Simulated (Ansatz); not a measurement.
# C2H6BCl: the cost of one run

Computed with Ansatz 0.2.0, Gaussian basis. Level: unrestricted cation, the program's frozen cores in correlated methods.

Plan: UKS PBE-D4/def2-TZVPP; UKS r2SCAN-D4/def2-TZVPP; UKS PBE0-D4/def2-TZVPP; UKS B3LYP-D4/def2-TZVPP; UKS wB97X-V/def2-TZVPP; UKS wB97M-V/def2-TZVPP; UKS B2PLYP/def2-TZVPP; UHF-CCSD(T)/def2-TZVPP; UHF-MP2/def2-QZVPP; extrapolation to the limit; then −ε(HOMO) from the neutral's earlier runs with LDA (SPW92), PBE-D4, revPBE-D4, BLYP-D4, r2SCAN-D4, B97M-V, PBE0-D4, B3LYP-D4, r2SCANh-D4, r2SCAN0-D4, HSE06-D4, BHLYP-D4, CAM-B3LYP-D4, LC-ωPBE, ωB97X-V, ωB97M-V.

### Step 1. Structure used throughout

The geometry comes from an earlier relaxation with PBE0-D4 in a triple-zeta def2 set; it is a stationary point, not always the lowest conformer.

SMILES `CB(C)Cl`, 10 atoms, charge 0, spin multiplicity 1.

Atoms are counted from 1 here; the program's logs count them from 0.

Bond lengths: C1–B2 1.558 Å, C1–H5 1.093 Å, C1–H6 1.099 Å, C1–H7 1.091 Å, B2–C3 1.558 Å, B2–Cl4 1.771 Å, C3–H8 1.091 Å, C3–H9 1.099 Å, C3–H10 1.093 Å. Angles: B2–C1–H5 112.6°, B2–C1–H6 107.0°, B2–C1–H7 114.0°, H5–C1–H6 106.2°, H5–C1–H7 109.9°, H6–C1–H7 106.7°, C1–B2–C3 123.9°, C1–B2–Cl4 118.0°, C3–B2–Cl4 118.0°, B2–C3–H8 114.0°, B2–C3–H9 107.0°, B2–C3–H10 112.5°, H8–C3–H9 106.7°, H8–C3–H10 109.9°, H9–C3–H10 106.2°.

As a file:

```
C    -0.2522    1.0875   -0.8192
B    -0.3701   -0.3242   -0.1717
C     0.5694   -0.8446    0.9563
Cl   -1.6497   -1.4020   -0.7526
H     0.7642    1.4864   -0.7730
H    -0.8763    1.7677   -0.2223
H    -0.6250    1.1382   -1.8429
H     0.1141   -1.5972    1.6011
H     1.4256   -1.3271    0.4637
H     0.9834   -0.0355    1.5633
```

### Step 2. Cation, UKS PBE-D4/def2-TZVPP

File in.yaml:

```yaml
crystal:
  periodic: [false, false, false]
  atoms:
    - {symbol: C, position_ang: [-0.252210, 1.087469, -0.819171]}
    - {symbol: B, position_ang: [-0.370113, -0.324232, -0.171722]}
    - {symbol: C, position_ang: [0.569388, -0.844559, 0.956349]}
    - {symbol: Cl, position_ang: [-1.649734, -1.402011, -0.752568]}
    - {symbol: H, position_ang: [0.764161, 1.486384, -0.772971]}
    - {symbol: H, position_ang: [-0.876325, 1.767671, -0.222265]}
    - {symbol: H, position_ang: [-0.625010, 1.138165, -1.842877]}
    - {symbol: H, position_ang: [0.114052, -1.597228, 1.601116]}
    - {symbol: H, position_ang: [1.425604, -1.327130, 0.463702]}
    - {symbol: H, position_ang: [0.983386, -0.035528, 1.563307]}
basis:
  gaussian: {orbitals: def2-TZVPP}
total_charge: 1
magnetization: {spin_polarized: true, initial_magnetization: 1}
hamiltonian: {xc: pbe, dispersion: d4}
```

Launch:

```bash
ansatz run in.yaml --threads 4 --pin off --events-out ev --progress --plain --max-ram 10444MiB
```

Q: Estimate wall time and peak memory on 4 threads of Arm Neoverse V1, shared host.

About 4.8 s, with a peak of 0.4 GiB.
